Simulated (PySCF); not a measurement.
# C₂H₆GaN: core binding energies at several levels of theory, part 2 of 2

PySCF 2.14.0. Atoms count from 0. Earlier steps stand in the parts before.

**7. Core holes by ΔSCF: SCAN, X2C**

What the job is given:

```
{"job": {"kind": "xps", "basis": "pcX-1"}, "charge": 0, "multiplicity": 1}
C      2.543715    -0.499981     0.192760
C      1.507458     0.145870     0.221942
Ga    -0.187205     1.115688     0.240404
N     -1.368611    -0.577853    -0.308626
H      3.462874    -1.058551     0.173785
H     -0.794551     1.433178     1.658396
H     -0.460885     2.059998    -0.989716
H     -2.366218    -0.380959    -0.383247
H     -1.045966    -0.939461    -1.206348
H     -1.240065    -1.318158     0.381315
```

Level: delta-SCF UKS SCAN, pcX-1 on the ionised atom, pcseg-1 elsewhere, spin-free X2C.

The log of the run:

```text
ground state, core basis on atom 0 (C), 109 functions
  cycle   1  E = -2074.11494209  |g| = 4.99e-01
  cycle   2  E = -2074.06585811  |g| = 6.43e-01
  cycle   3  E = -2074.16843816  |g| = 2.34e-01
  cycle   4  E = -2074.18238285  |g| = 5.57e-02
  cycle   5  E = -2074.18324010  |g| = 1.23e-02
  cycle   6  E = -2074.18327785  |g| = 5.10e-03
  cycle   7  E = -2074.18328488  |g| = 9.71e-04
  cycle   8  E = -2074.18328623  |g| = 2.01e-04
  E(ground) = -2074.44638802 Eh
hole in C 1s of atom 0
  cycle   1  E = -2062.96757832  |g| = 1.50e+00
  cycle   2  E = -2060.90856145  |g| = 2.22e+00
  cycle   3  E = -2063.38348075  |g| = 4.65e-01
  cycle   4  E = -2063.47370537  |g| = 3.47e-01
  cycle   5  E = -2063.51005105  |g| = 2.50e-01
  cycle   6  E = -2063.53977217  |g| = 3.33e-02
  cycle   7  E = -2063.54045107  |g| = 1.65e-02
  cycle   8  E = -2063.54078190  |g| = 8.64e-03
  cycle   9  E = -2063.54098082  |g| = 5.20e-03
  cycle  10  E = -2063.54105913  |g| = 1.86e-03
  cycle  11  E = -2063.54106690  |g| = 7.45e-04
  cycle  12  E = -2063.54106825  |g| = 1.93e-04
  E(ion) = -2063.80356502 Eh   <S^2> = 0.8388   hole on atom = 1.000   binding energy = 289.606 eV
ground state, core basis on atom 1 (C), 109 functions
  cycle   1  E = -2074.18180655  |g| = 6.78e-02
  cycle   2  E = -2074.17298509  |g| = 1.93e-01
  cycle   3  E = -2074.18291180  |g| = 6.74e-03
  cycle   4  E = -2074.18292104  |g| = 3.14e-03
  cycle   5  E = -2074.18292332  |g| = 6.19e-04
  cycle   6  E = -2074.18292285  |g| = 2.16e-04
  E(ground) = -2074.44554263 Eh
hole in C 1s of atom 1
  cycle   1  E = -2062.97282824  |g| = 1.50e+00
  cycle   2  E = -2061.81572025  |g| = 2.00e+00
  cycle   3  E = -2063.25813314  |g| = 7.84e-01
  cycle   4  E = -2063.45618024  |g| = 3.93e-01
  cycle   5  E = -2063.53891125  |g| = 9.51e-02
  cycle   6  E = -2063.54624524  |g| = 2.12e-02
  cycle   7  E = -2063.54686763  |g| = 1.44e-02
  cycle   8  E = -2063.54723790  |g| = 1.01e-02
  cycle   9  E = -2063.54759874  |g| = 5.69e-03
  cycle  10  E = -2063.54770775  |g| = 2.64e-03
  cycle  11  E = -2063.54772251  |g| = 1.10e-03
  cycle  12  E = -2063.54772492  |g| = 3.58e-04
  E(ion) = -2063.80976653 Eh   <S^2> = 0.8729   hole on atom = 1.000   binding energy = 289.414 eV
ground state, core basis on atom 3 (N), 109 functions
  cycle   1  E = -2074.18212133  |g| = 5.30e-02
  cycle   2  E = -2074.17909833  |g| = 1.18e-01
  cycle   3  E = -2074.18258587  |g| = 2.45e-02
  cycle   4  E = -2074.18274024  |g| = 6.20e-03
  cycle   5  E = -2074.18274720  |g| = 1.19e-03
  cycle   6  E = -2074.18274903  |g| = 2.03e-04
  E(ground) = -2074.44329509 Eh
hole in N 1s of atom 3
  cycle   1  E = -2058.52987020  |g| = 1.85e+00
  cycle   2  E = -2052.95209965  |g| = 2.93e+00
  cycle   3  E = -2057.80448117  |g| = 1.43e+00
  cycle   4  E = -2059.14183735  |g| = 3.06e-01
  cycle   5  E = -2059.13139309  |g| = 3.60e-01
  cycle   6  E = -2059.18351931  |g| = 2.11e-01
  cycle   7  E = -2059.20792262  |g| = 1.96e-02
  cycle   8  E = -2059.20812742  |g| = 4.46e-03
  cycle   9  E = -2059.20814564  |g| = 1.38e-03
  cycle  10  E = -2059.20814678  |g| = 7.36e-04
  cycle  11  E = -2059.20814627  |g| = 2.10e-04
  E(ion) = -2059.46896046 Eh   <S^2> = 0.7641   hole on atom = 1.000   binding energy = 407.472 eV
```

Wall time 12 s (1 thread of Arm Neoverse V2, shared host); peak memory 0.49 GiB.

Binding energies by hole, beside the orbital energy of the ground state; the difference holds orbital relaxation and, for a density functional, its self-interaction error:

```tsv
hole	stands for	environment	ΔSCF (eV)	−ε (eV)	⟨S²⟩
C1s on C0	C0	terminal alkyne carbon	289.61	272.8	0.839
C1s on C1	C1	alkyne carbon	289.41 (doubtful)	272.7	0.873
N1s on N3	N3	donor nitrogen of a Lewis adduct	407.47	387.8	0.764
```

Doubtful: the ion did not converge, its hole moved, or its ⟨S²⟩ is well above 0.75. Rows just under that mark are hardly safer.

**8. X-ray photoelectron lines: SCAN, X2C**

Same as in step 7 but for these lines:

```diff
@@ -1,2 +1,2 @@
-{"job": {"kind": "xps", "basis": "pcX-1"}, "charge": 0, "multiplicity": 1}
+{"job": {"kind": "xps", "basis": "def2-TZVP"}, "charge": 0, "multiplicity": 1}
 C      2.543715    -0.499981     0.192760
```

Level: delta-SCF UKS SCAN, def2-TZVP on the ionised atom, pcseg-1 elsewhere, spin-free X2C.

The log of the run:

```text
ground state, core basis on atom 0 (C), 116 functions
  cycle   1  E = -2074.12919370  |g| = 5.11e-01
  cycle   2  E = -2074.06349143  |g| = 6.89e-01
  cycle   3  E = -2074.18812842  |g| = 2.30e-01
  cycle   4  E = -2074.20151584  |g| = 6.09e-02
  cycle   5  E = -2074.20256582  |g| = 9.68e-03
  cycle   6  E = -2074.20259343  |g| = 4.30e-03
  cycle   7  E = -2074.20259943  |g| = 1.27e-03
  cycle   8  E = -2074.20259805  |g| = 2.97e-04
  E(ground) = -2074.46617729 Eh
hole in C 1s of atom 0
  cycle   1  E = -2062.98448891  |g| = 1.46e+00
  cycle   2  E = -2060.84322072  |g| = 2.10e+00
  cycle   3  E = -2063.34915477  |g| = 5.15e-01
  cycle   4  E = -2063.49075379  |g| = 3.23e-01
  cycle   5  E = -2063.50836851  |g| = 2.72e-01
  cycle   6  E = -2063.54445062  |g| = 3.59e-02
  cycle   7  E = -2063.54526960  |g| = 1.75e-02
  cycle   8  E = -2063.54563451  |g| = 9.37e-03
  cycle   9  E = -2063.54586160  |g| = 5.86e-03
  cycle  10  E = -2063.54598390  |g| = 2.46e-03
  cycle  11  E = -2063.54599782  |g| = 1.13e-03
  cycle  12  E = -2063.54600048  |g| = 3.93e-04
  E(ion) = -2063.80857958 Eh   <S^2> = 0.8373   hole on atom = 1.000   binding energy = 290.008 eV
ground state, core basis on atom 1 (C), 116 functions
  cycle   1  E = -2074.20380528  |g| = 4.01e-02
  cycle   2  E = -2074.20085542  |g| = 1.12e-01
  cycle   3  E = -2074.20419641  |g| = 6.98e-03
  cycle   4  E = -2074.20420831  |g| = 1.16e-03
  cycle   5  E = -2074.20421150  |g| = 3.38e-04
  E(ground) = -2074.46708705 Eh
hole in C 1s of atom 1
  cycle   1  E = -2062.99281849  |g| = 1.47e+00
  cycle   2  E = -2061.86692561  |g| = 1.83e+00
  cycle   3  E = -2063.18954063  |g| = 8.59e-01
  cycle   4  E = -2063.47975157  |g| = 3.38e-01
  cycle   5  E = -2063.54370698  |g| = 1.03e-01
  cycle   6  E = -2063.55193044  |g| = 2.02e-02
  cycle   7  E = -2063.55243731  |g| = 1.41e-02
  cycle   8  E = -2063.55278420  |g| = 9.64e-03
  cycle   9  E = -2063.55313090  |g| = 5.90e-03
  cycle  10  E = -2063.55328942  |g| = 2.58e-03
  cycle  11  E = -2063.55330504  |g| = 1.28e-03
  cycle  12  E = -2063.55330876  |g| = 6.70e-04
  cycle  13  E = -2063.55330756  |g| = 2.30e-04
  E(ion) = -2063.81528300 Eh   <S^2> = 0.8662   hole on atom = 1.000   binding energy = 289.850 eV
ground state, core basis on atom 3 (N), 116 functions
  cycle   1  E = -2074.21015151  |g| = 2.11e-02
  cycle   2  E = -2074.20959611  |g| = 4.91e-02
  cycle   3  E = -2074.21024656  |g| = 8.21e-03
  cycle   4  E = -2074.21025575  |g| = 3.62e-03
  cycle   5  E = -2074.21026073  |g| = 7.60e-04
  cycle   6  E = -2074.21026219  |g| = 1.02e-04
  E(ground) = -2074.47128687 Eh
hole in N 1s of atom 3
  cycle   1  E = -2058.55642463  |g| = 1.79e+00
  cycle   2  E = -2053.00888281  |g| = 2.74e+00
  cycle   3  E = -2057.32784318  |g| = 1.70e+00
  cycle   4  E = -2059.14138603  |g| = 3.33e-01
  cycle   5  E = -2059.14907667  |g| = 3.39e-01
  cycle   6  E = -2059.19016090  |g| = 2.30e-01
  cycle   7  E = -2059.21890544  |g| = 2.70e-02
  cycle   8  E = -2059.21936300  |g| = 6.48e-03
  cycle   9  E = -2059.21938501  |g| = 1.41e-03
  cycle  10  E = -2059.21938455  |g| = 6.86e-04
  cycle  11  E = -2059.21938568  |g| = 2.91e-04
  E(ion) = -2059.48007675 Eh   <S^2> = 0.7633   hole on atom = 1.000   binding energy = 407.932 eV
```

It took 14 s on 1 thread of Arm Neoverse V2, shared host; peak memory 0.49 GiB.

The holes in one table. −ε is the ground-state orbital energy:

```tsv
hole	stands for	environment	ΔSCF (eV)	−ε (eV)	⟨S²⟩
C1s on C0	C0	terminal alkyne carbon	290.01	272.9	0.837
C1s on C1	C1	alkyne carbon	289.85 (doubtful)	272.7	0.866
N1s on N3	N3	donor nitrogen of a Lewis adduct	407.93	387.8	0.763
```

Doubtful: the ion did not converge, its hole moved, or its ⟨S²⟩ is well above 0.75. Rows just under that mark are hardly safer.

**9. X-ray photoelectron lines: SCAN, non-relativistic**

Same as in step 8 but for these lines:

```diff
@@ -1,2 +1,2 @@
-{"job": {"kind": "xps", "basis": "def2-TZVP"}, "charge": 0, "multiplicity": 1}
+{"job": {"kind": "xps", "x2c": false}, "charge": 0, "multiplicity": 1}
 C      2.543715    -0.499981     0.192760
```

Level: delta-SCF UKS SCAN, pcX-2 on the ionised atom, pcseg-1 elsewhere, non-relativistic.

The log of the run:

```text
ground state, core basis on atom 0 (C), 130 functions
  cycle   1  E = -2058.93144640  |g| = 5.33e-01
  cycle   2  E = -2058.87032933  |g| = 6.92e-01
  cycle   3  E = -2058.99398229  |g| = 2.24e-01
  cycle   4  E = -2059.00612372  |g| = 7.32e-02
  cycle   5  E = -2059.00758880  |g| = 1.11e-02
  cycle   6  E = -2059.00762242  |g| = 4.40e-03
  cycle   7  E = -2059.00762562  |g| = 1.36e-03
  cycle   8  E = -2059.00762895  |g| = 3.90e-04
  E(ground) = -2059.27063022 Eh
hole in C 1s of atom 0
  cycle   1  E = -2047.79124082  |g| = 1.50e+00
  cycle   2  E = -2045.52893176  |g| = 2.30e+00
  cycle   3  E = -2048.20797358  |g| = 4.68e-01
  cycle   4  E = -2048.27187416  |g| = 4.35e-01
  cycle   5  E = -2048.34101964  |g| = 2.45e-01
  cycle   6  E = -2048.36919454  |g| = 3.56e-02
  cycle   7  E = -2048.36994215  |g| = 1.95e-02
  cycle   8  E = -2048.37033742  |g| = 9.47e-03
  cycle   9  E = -2048.37055004  |g| = 5.91e-03
  cycle  10  E = -2048.37065081  |g| = 2.51e-03
  cycle  11  E = -2048.37066316  |g| = 1.00e-03
  cycle  12  E = -2048.37066759  |g| = 2.77e-04
  E(ion) = -2048.63291421 Eh   <S^2> = 0.8459   hole on atom = 1.000   binding energy = 289.467 eV
ground state, core basis on atom 1 (C), 130 functions
  cycle   1  E = -2059.00835224  |g| = 5.25e-02
  cycle   2  E = -2059.00591478  |g| = 1.02e-01
  cycle   3  E = -2059.00850541  |g| = 2.60e-02
  cycle   4  E = -2059.00868982  |g| = 3.97e-03
  cycle   5  E = -2059.00869540  |g| = 6.28e-04
  cycle   6  E = -2059.00869471  |g| = 1.61e-04
  E(ground) = -2059.27102830 Eh
hole in C 1s of atom 1
  cycle   1  E = -2047.80086622  |g| = 1.50e+00
  cycle   2  E = -2046.60840831  |g| = 2.02e+00
  cycle   3  E = -2048.13000743  |g| = 7.29e-01
  cycle   4  E = -2048.27710495  |g| = 4.22e-01
  cycle   5  E = -2048.37005439  |g| = 1.00e-01
  cycle   6  E = -2048.37788500  |g| = 2.21e-02
  cycle   7  E = -2048.37856507  |g| = 1.56e-02
  cycle   8  E = -2048.37893022  |g| = 1.06e-02
  cycle   9  E = -2048.37926750  |g| = 6.19e-03
  cycle  10  E = -2048.37940177  |g| = 2.99e-03
  cycle  11  E = -2048.37942138  |g| = 1.24e-03
  cycle  12  E = -2048.37942521  |g| = 4.81e-04
  E(ion) = -2048.64103794 Eh   <S^2> = 0.8770   hole on atom = 1.000   binding energy = 289.257 eV
ground state, core basis on atom 3 (N), 130 functions
  cycle   1  E = -2059.01511602  |g| = 4.66e-02
  cycle   2  E = -2059.01467487  |g| = 4.36e-02
  cycle   3  E = -2059.01458853  |g| = 4.68e-02
  cycle   4  E = -2059.01519124  |g| = 6.68e-03
  cycle   5  E = -2059.01519563  |g| = 6.65e-04
  cycle   6  E = -2059.01519776  |g| = 1.15e-04
  E(ground) = -2059.27561728 Eh
hole in N 1s of atom 3
  cycle   1  E = -2043.36710690  |g| = 1.85e+00
  cycle   2  E = -2037.71466969  |g| = 2.97e+00
  cycle   3  E = -2042.79711710  |g| = 1.35e+00
  cycle   4  E = -2043.98031122  |g| = 3.10e-01
  cycle   5  E = -2043.97490016  |g| = 3.57e-01
  cycle   6  E = -2044.02493233  |g| = 2.12e-01
  cycle   7  E = -2044.04937725  |g| = 1.76e-02
  cycle   8  E = -2044.04954611  |g| = 4.40e-03
  cycle   9  E = -2044.04956077  |g| = 1.57e-03
  cycle  10  E = -2044.04956225  |g| = 7.58e-04
  cycle  11  E = -2044.04956271  |g| = 2.23e-04
  E(ion) = -2044.30999424 Eh   <S^2> = 0.7645   hole on atom = 1.000   binding energy = 407.235 eV
```

Wall time 14 s (1 thread of Arm Neoverse V2, shared host); peak memory 0.49 GiB.

The holes in one table. −ε is the ground-state orbital energy:

```tsv
hole	stands for	environment	ΔSCF (eV)	−ε (eV)	⟨S²⟩
C1s on C0	C0	terminal alkyne carbon	289.47	272.9	0.846
C1s on C1	C1	alkyne carbon	289.26 (doubtful)	272.6	0.877
N1s on N3	N3	donor nitrogen of a Lewis adduct	407.24	387.7	0.764
```

Doubtful: the ion did not converge, its hole moved, or its ⟨S²⟩ is well above 0.75. Rows just under that mark are hardly safer.

**10. Summary of results**

This closing draws on all 2 parts.

| quantity | value |
| --- | --- |
| C1s binding energies, SCAN/pcX-2 (standing for 1 of 2 atoms) | C0 289.56 eV |
| N1s binding energies, SCAN/pcX-2 | N3 407.42 eV |
| C1s binding energies, B3LYP/pcX-2 | C0 289.74, C1 289.52 eV |
| N1s binding energies, B3LYP/pcX-2 | N3 407.40 eV |
| C1s binding energies, PBE0/pcX-2 | C0 289.19, C1 289.00 eV |
| N1s binding energies, PBE0/pcX-2 | N3 406.89 eV |
| C1s binding energies, PBE/pcX-2 | C0 288.76, C1 288.61 eV |
| N1s binding energies, PBE/pcX-2 | N3 406.51 eV |
| N1s binding energies, HF/pcX-2 | N3 407.25 eV |
| C1s binding energies, SCAN/pcX-1 (standing for 1 of 2 atoms) | C0 289.61 eV |
| N1s binding energies, SCAN/pcX-1 | N3 407.47 eV |
| C1s binding energies, SCAN/def2-TZVP (standing for 1 of 2 atoms) | C0 290.01 eV |
| N1s binding energies, SCAN/def2-TZVP | N3 407.93 eV |
| C1s binding energies, SCAN/pcX-2, non-relativistic (standing for 1 of 2 atoms) | C0 289.47 eV |
| N1s binding energies, SCAN/pcX-2, non-relativistic | N3 407.24 eV |

What this shows: Single values in the summary come from the first sound run of each kind (SCAN/pcX-2), which need not be the best level. At B3LYP/pcX-2: C0 (terminal alkyne carbon) binds its C1s electron 0.22 eV more tightly than C1 (alkyne carbon). At PBE0/pcX-2: C0 (terminal alkyne carbon) binds its C1s electron 0.19 eV more tightly than C1 (alkyne carbon). At PBE/pcX-2: The C1s levels kept as sound span 0.16 eV, from C1 (alkyne carbon) up to C0 (terminal alkyne carbon).
